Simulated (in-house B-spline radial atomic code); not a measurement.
# Mo⁴⁰⁺: excited configurations

Aim: the energies of several excited configurations of Mo⁴⁰⁺ above a reference configuration, each from its own self-consistent run.

Method: non-relativistic Hartree-Fock, average of configuration, point nucleus, basis-set limit. Code: in-house B-spline radial atomic code version 1.

**1. Starting point**

```
element       : molybdenum (Z = 42)
charge        : +40
electrons     : 2
configuration : 1s2
Hamiltonian   : non-relativistic
nucleus       : point
```

The run's settings:

```ini
Z = 42
electrons = 2.0
configuration = 1s2
hamiltonian = nr
method = hf
spin_polarised = False
```

The reference is known from an earlier run: -1737.861029 hartree in all. Up to eight levels, counted from the top:

```tsv
orbital	occupation	energy (eV)	<r> (bohr)
1s	2	-23290.7	0.03604
```

**2. Configuration 2s1 2p1**

The run's settings:

```ini
Z = 42
electrons = 2.0
configuration = 2s1 2p1
hamiltonian = nr
method = hf
spin_polarised = False
```

From the run's result record (rounded, not every field):

```text
status: converged
iterations: 6
energy [hartree]: {"total": -434.828768273, "kinetic": 434.828768368, "nuclear": -875.806637472, "coulomb": 6.76127961832, "exact_exchange": -0.612178787473}
orbitals [hartree, bohr; first row names the columns]:
  - ["name", "occ", "eps", "<r>"]
  - ["2s", 1.0, -214.33886, 0.14387]
  - ["2p", 1.0, -214.34081, 0.11993]
sum_r [bohr^k]: {"-1": 20.85254, "1": 0.2637962, "2": 0.04142991}
energy_minus_base [hartree]: 1303.03226
```

Run time: 0.02 s. Hardware: 1 thread, shared host.

energy_minus_base is the energy less that of the reference run.

**3. Run with 2p1 3s1**

The run's settings:

```ini
Z = 42
electrons = 2.0
configuration = 2p1 3s1
hamiltonian = nr
method = hf
spin_polarised = False
```

Main fields:

```text
status: converged
iterations: 6
energy [hartree]: {"total": -314.943446228, "kinetic": 314.943446226, "nuclear": -633.422105344, "coulomb": 3.60028759601, "exact_exchange": -0.0650747066166}
orbitals [hartree, bohr; first row names the columns]:
  - ["name", "occ", "eps", "<r>"]
  - ["2p", 1.0, -216.9644, 0.11922]
  - ["3s", 1.0, -94.44383, 0.32577]
sum_r [bohr^k]: {"-1": 15.08148, "1": 0.444993, "2": 0.1375789}
energy_minus_base [hartree]: 1422.91758
```

Wall time 0.02 s (1 thread, shared host).

**4. The excitation energies**

| net move | configuration | energy above the reference (eV) | largest <r> (bohr) |
| --- | --- | --- | --- |
| 2×1s → 2p, 2s | 2s1 2p1 | 35457.3 | 0.144 |
| 2×1s → 2p, 3s | 2p1 3s1 | 38719.6 | 0.326 |

What this shows: The lowest of them is 2×1s → 2p, 2s at 35457.3 eV and the highest 2×1s → 2p, 3s at 38719.6 eV. 2 of them lie more than 2 % above the ionisation threshold that Koopmans' theorem gives (23290.7 eV), where such states can decay by emitting an electron. These are averages over configurations, without correlation, not spectroscopic levels.
